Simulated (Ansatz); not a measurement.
A nudged elastic band was laid between two geometries of a periodic cell of 17 atoms, Rb (host Rb, host structure bcc, interstitial Rb).

Level of theory: Ansatz 0.2.0, DFT PBEsol, scalar-relativistic, plane waves, PAW. Settings: cutoff 420 eV, k mesh 2x2x2, gaussian smearing 0.05 eV, no spin polarisation.

```
movable images  : 5
climbing image  : yes
spring          : 5.0 eV/Å²
optimiser       : quadratic models (default)
start path      : IDPP
force threshold : 0.05 eV/Å
iteration limit : 67
end points      : relaxed
```

Initial state:

```xyz
17
Lattice="11.1800 0.0000 0.0000 0.0000 11.1800 0.0000 0.0000 0.0000 11.1800" Properties=species:S:1:pos:R:3
Rb -0.011 -0.057 -0.002
Rb 5.615 0.211 -0.209
Rb -0.013 4.963 -0.561
Rb -0.011 -0.036 5.588
Rb 2.791 2.836 2.784
Rb 5.560 5.653 0.045
Rb 5.616 0.244 5.783
Rb 8.383 2.856 2.784
Rb -0.014 4.867 6.197
Rb 3.405 9.113 2.785
Rb 2.986 2.559 8.411
Rb 5.560 5.634 5.533
Rb 7.824 9.016 2.785
Rb 8.176 2.589 8.413
Rb 2.736 8.342 8.355
Rb 8.429 8.324 8.355
Rb 0.072 6.994 2.865
```

Final state:

```xyz
17
Lattice="11.1800 0.0000 0.0000 0.0000 11.1800 0.0000 0.0000 0.0000 11.1800" Properties=species:S:1:pos:R:3
Rb 0.141 -0.096 0.148
Rb 5.720 0.080 -0.297
Rb -0.823 5.561 -0.544
Rb 0.160 -0.097 5.453
Rb 3.441 2.323 2.802
Rb 5.598 5.551 -0.075
Rb 5.688 0.079 5.903
Rb 8.420 2.705 2.807
Rb -0.743 5.563 6.104
Rb 3.729 8.981 2.802
Rb 2.614 2.919 8.411
Rb 5.581 5.552 5.671
Rb 8.366 8.451 2.807
Rb 8.337 2.466 8.362
Rb 2.677 8.219 8.412
Rb 8.223 8.655 8.364
Rb 1.404 5.796 2.740
```

Problem. What changes between the two ends?

Solution. Contacts lost: Rb1–Rb17, Rb3–Rb5, Rb4–Rb17, Rb5–Rb9. Contacts made: Rb3–Rb13, Rb6–Rb17, Rb9–Rb13. The atom that moves furthest is Rb17, by 1.80 Å.

Problem. What energy profile does the band end with?

Solution. The run converged. The highest image is number 0 of 0 to 6, 0.000 eV above the first end and 0.006 eV above the last; the last end lies 0.006 eV below the first. The highest image is an end point: on this band no image between the ends rises above it. Inner images lie up to 0.025 eV below the lower end, so the ends aren't the lowest states on this path. Limits of this set-up: coarse k mesh.

| image | path coordinate (Å) | energy (eV) | Rb1–Rb17 (Å) | Rb3–Rb5 (Å) | Rb4–Rb17 (Å) |
| --- | --- | --- | --- | --- | --- |
| 0 | 0.00 | 0.000 | 5.03 | 4.85 | 4.96 |
| 1 | 0.24 | -0.005 | 5.06 | 4.85 | 4.95 |
| 2 | 0.86 | -0.011 | 5.12 | 5.06 | 5.05 |
| 3 | 1.48 | -0.022 | 5.22 | 5.28 | 5.18 |
| 4 | 2.10 | -0.030 | 5.37 | 5.54 | 5.38 |
| 5 | 2.72 | -0.025 | 5.64 | 5.95 | 5.69 |
| 6 | 3.33 | -0.006 | 6.02 | 6.31 | 6.07 |

Run time: 7.2 min on 4 threads of Intel(R) Xeon(R) 6975P-C (Granite Rapids), on a shared host, peak memory 7.2 GiB.
